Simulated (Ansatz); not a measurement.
# CH₆BFSi: one species, many methods

An exercise on one series of results from a longer session: the logs are not shown, and one member is left open.

Method: functionals in def2-TZVPP, the program's frozen cores in correlated methods; program: Ansatz 0.2.0, Gaussian basis.

The runs, in order: LDA (SPW92), PBE-D4, revPBE-D4, BLYP-D4, r2SCAN-D4, B97M-V, PBE0-D4, B3LYP-D4, r2SCANh-D4, r2SCAN0-D4, HSE06-D4, BHLYP-D4, CAM-B3LYP-D4, LC-ωPBE, ωB97X-V, ωB97M-V, B2PLYP, PBE-QIDH; CCSD(T)/def2-SVP; CCSD(T)/def2-TZVPP; MP2/def2-QZVPP; extrapolation to the limit; RPA on PBE.

## The geometry

The geometry comes from an earlier relaxation with PBE0-D4 in a triple-zeta def2 set; it is a stationary point, not always the lowest conformer.

10 atoms, charge 0, spin multiplicity 1.

Atoms are counted from 1 here; the program's logs count them from 0.

Bond lengths: B1–C2 1.519 Å, B1–H5 1.198 Å, B1–H6 1.193 Å, C2–F3 1.391 Å, C2–Si4 1.941 Å, C2–H7 1.096 Å, Si4–H8 1.482 Å, Si4–H9 1.483 Å, Si4–H10 1.486 Å. Angles: C2–B1–H5 117.2°, C2–B1–H6 121.6°, H5–B1–H6 120.9°, B1–C2–F3 117.4°, B1–C2–Si4 99.8°, B1–C2–H7 116.6°, F3–C2–Si4 108.7°, F3–C2–H7 109.0°, Si4–C2–H7 103.6°, C2–Si4–H8 106.4°, C2–Si4–H9 108.8°, C2–Si4–H10 111.3°, H8–Si4–H9 111.2°, H8–Si4–H10 109.5°, H9–Si4–H10 109.5°.

Set-up of the first run:

The input, in.yaml:

```yaml
crystal:
  periodic: [false, false, false]
  atoms:
    - {symbol: B, position_ang: [0.144182, 1.384184, -0.475900]}
    - {symbol: C, position_ang: [0.242391, -0.085981, -0.844177]}
    - {symbol: F, position_ang: [1.493481, -0.574140, -1.205347]}
    - {symbol: Si, position_ang: [-0.272509, -0.886494, 0.847048]}
    - {symbol: H, position_ang: [-0.948829, 1.819455, -0.250488]}
    - {symbol: H, position_ang: [1.117445, 2.051508, -0.300566]}
    - {symbol: H, position_ang: [-0.506692, -0.467266, -1.548182]}
    - {symbol: H, position_ang: [0.297596, -2.254666, 0.854601]}
    - {symbol: H, position_ang: [-1.752872, -0.921959, 0.929285]}
    - {symbol: H, position_ang: [0.268906, -0.115842, 1.996525]}
basis:
  gaussian: {orbitals: def2-TZVPP}
hamiltonian: {xc: lda}
output: {orbitals: {seedname: orbitals}}
```

On the command line:

```console
$ ansatz run in.yaml --threads 2 --pin off --events-out ev --progress --plain --max-ram 4352MiB
```

Among the steps run: LDA; PBE-D4 (GGA); revPBE-D4 (GGA); BLYP-D4 (GGA); r2SCAN-D4 (meta-GGA); B97M-V (meta-GGA); PBE0-D4 (hybrid); B3LYP-D4 (hybrid); r2SCANh-D4 (hybrid); r2SCAN0-D4 (hybrid); HSE06-D4 (hybrid); BHLYP-D4 (hybrid); CAM-B3LYP-D4 (range-separated); LC-ωPBE (range-separated); ωB97X-V (range-separated); ωB97M-V (range-separated); B2PLYP (double hybrid); PBE-QIDH (double hybrid).

One of the session's tables, all rows but one given; the rest of the session is left out.

It belongs to the step «Orbital energies across the functionals». 

```
  functional  HOMO (eV)  LUMO (eV)  gap (eV)
 LDA (SPW92)      -7.17      -2.77      4.40
      PBE-D4      -7.01      -2.51      4.51
   revPBE-D4      -6.95      -2.40      4.56
     BLYP-D4          ?          ?         ?
   r2SCAN-D4      -7.29      -2.16      5.14
      B97M-V      -7.47      -2.29      5.18
     PBE0-D4      -8.42      -1.55      6.87
    B3LYP-D4      -8.20      -1.76      6.44
  r2SCANh-D4      -7.82      -1.82      6.00
  r2SCAN0-D4      -8.61      -1.34      7.27
    HSE06-D4      -8.02      -1.93      6.09
    BHLYP-D4      -9.72      -0.52      9.19
CAM-B3LYP-D4      -9.81      -0.46      9.35
     LC-ωPBE     -11.12       0.71     11.83
     ωB97X-V     -10.78       0.62     11.41
     ωB97M-V     -10.68       0.36     11.05
```

Q: Estimate the row for BLYP-D4 from the others.

Worked estimate for «HOMO (eV)». Against the share of exact exchange, B3LYP-D4 (0.2, -8.20), BHLYP-D4 (0.5, -9.72) give a slope of -5.07 per unit share; at 0 the line stands at -7.19.

The run gave: HOMO (eV): -6.90; LUMO (eV): -2.35; gap (eV): 4.55. In «HOMO (eV)» the line misses by -0.29.
